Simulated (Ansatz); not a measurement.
# Li: how the settings move a relaxation

Question: which choices in the input matter for Li?

Computed with Ansatz 0.2.0 (reference: DFT, LDA, PAW with Ansatz's default frozen-core files, scalar-relativistic; relaxation of cell and atoms, unless a step's input says otherwise).

## 1. The structure to begin with

The structure is hexagonal, space group P6_3/mmc (No. 194). Conventional cell: a = 3.111 Å, b = 3.111 Å, c = 5.093 Å, α = 90.00°, β = 90.00°, γ = 120.00°. Li (site symmetry -6m2) has 12 Li at 3.11 to 3.12 Å as nearest neighbours.

Coordinates:

```xyz
2
Lattice="3.1110 0.0000 0.0000 -1.5555 2.6942 0.0000 0.0000 0.0000 5.0930" Properties=species:S:1:pos:R:3 pbc="T T T"
Li    0.0000    1.7961    1.2732
Li    1.5555    0.8981    3.8197
```

## 2. Baseline

Contents of input.yaml:

```yaml
crystal:
  lattice:
    - [3.11100000001, 0.0, 0.0]
    - [-1.55550000001, 2.69420503118, 0.0]
    - [0.0, 0.0, 5.093]
  atoms:
    - { symbol: Li, position: [0.333333333333, 0.666666666667, 0.25] }
    - { symbol: Li, position: [0.666666666667, 0.333333333333, 0.75] }
kpoints:
  mp_grid: { grid: [14, 14, 8] }
scf:
  occupations: { method: fermi_dirac, width: 0.1 }
hamiltonian:
  xc: lda
  pseudopotentials: { kind: paw }
relax:
  f_tol: 0.002
  max_steps: 80
  cell: {}
output:
  forces: true
  stress: true
```

Started as:

```
$ ansatz run input.yaml --threads 1 --pin off --max-ram 3072MiB --backend cpu --events-out ev --progress --plain --runs-dir out
```

## 3. Changed: mp_grid.grid [18, 18, 10], xc_grid 3

input.yaml, as its differences from that of step 2:

```diff
@@ -9,3 +9,3 @@
 kpoints:
-  mp_grid: { grid: [14, 14, 8] }
+  mp_grid: { grid: [18, 18, 10] }
 scf:
@@ -22 +22,3 @@
   stress: true
+basis:
+  xc_grid: 3
```

Q: Predict the outcome of this session. Wanted: for each run, ending; energy change; pressure; gap; force.

**Answer**, as computed:

```
                                    run     ending  energy change  pressure (GPa)  gap (eV)  force (eV/Å)  cycles   time
                              reference  converged              0             0.0      0.00          0.00      19  4.9 s
1: mp_grid.grid [18, 18, 10], xc_grid 3  converged  +0.3 meV/atom             0.0      0.00          0.00      20  9.1 s
```

Changing the k-point mesh and numerical grids leaves the energy as it was (+0.3 meV/atom). Cost: 20 SCF cycles against 19, 9.1 s against 4.9 s.
